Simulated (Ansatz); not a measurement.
This script makes an equation of state with a fit of TePb2S, space group R-3m with the Python package of Ansatz (0.2.0).

The script, `eos.py`:
```python
import warnings

import ansatz as az
import numpy as np
from pymatgen.analysis.eos import EOS

vectors0 = np.array([
    [2.22197607, 1.28285848, 7.25989161],
    [-2.22197607, 1.28285848, 7.25989161],
    [0.0, -2.56571697, 7.25989161],
])
sites = [
    ("Te", (0.5, 0.5, 0.5)),
    ("Pb", (0.741712, 0.741712, 0.741712)),
    ("Pb", (0.258288, 0.258288, 0.258288)),
    ("S", (0.0, 0.0, 0.0)),
]


def build(cell):
    crystal = az.Crystal(lattice=az.Lattice.of(cell))
    for symbol, position in sites:
        crystal = crystal.atom(symbol, position)
    return crystal

warnings.simplefilter("ignore", az.DeckWarning)

volumes, energies = [], []
for scale in np.linspace(0.88, 1.12, 7):
    cell = vectors0 * scale ** (1 / 3)
    calc = (
        build(cell).calculation()
        .functional("pbesol")
        .basis(21 * az.Ha)
        .occupations("fixed")
        .kpoints(6, 6, 6)
    )
    data = calc.run(threads=1, backend="cpu").report
    volumes.append(abs(np.linalg.det(cell)) / len(sites))
    energies.append(data["free_energy_ev"] / len(sites))
    print(f"V = {volumes[-1]:8.4f} A^3/atom  F = {energies[-1]:.5f} eV/atom")

for form in ["pourier_tarantola", "murnaghan"]:
    fit = EOS(eos_name=form).fit(volumes, energies)
    print(f"{form:18s} V0 {fit.v0:8.4f} A^3/atom  B0 {fit.b0_GPa:7.1f} GPa  B1 {fit.b1:5.2f}")
```

Its results, one of them left out:

| V (Å³/atom) | F less the lowest row shown (meV/atom) |
| --- | --- |
| 27.316 | 23.94 |
| 28.558 | 2.13 |
| 29.800 | 0.00 |
| 31.041 | 13.50 |
| 32.283 | 39.39 |
| 33.525 | 75.09 |
| 34.766 | ? |

What is the missing energy at 34.766 Å³ an atom?

A third-order Birch-Murnaghan fit, E = E0 + (9 V0 B0 / 16) [(t - 1)³ B' + (t - 1)² (6 - 4t)] with t = (V0/V)^(2/3), through the 6 rows shown gives V0 = 29.319 Å³, B0 = 51.8 GPa, B' = 4.48 and E0 = -1.23 meV. At V = 34.766 Å³, t = 0.89262, and the fit extrapolates to 118.58 meV. The run gave 118.53 meV, a miss of 0.05 meV.

Shape and fractional positions are held along the curve, so the bulk modulus is an upper value where they are free to relax. For a gap this small the mesh is coarse, and bands can meet between its points. Spin-orbit coupling, which matters for elements this heavy, is left out. The structure comes from a database of computed cells and needn't be a stable or known phase. Hardware and time: 51 s on 1 thread of Arm Neoverse V2, on a shared host, peak memory 0.66 GiB.
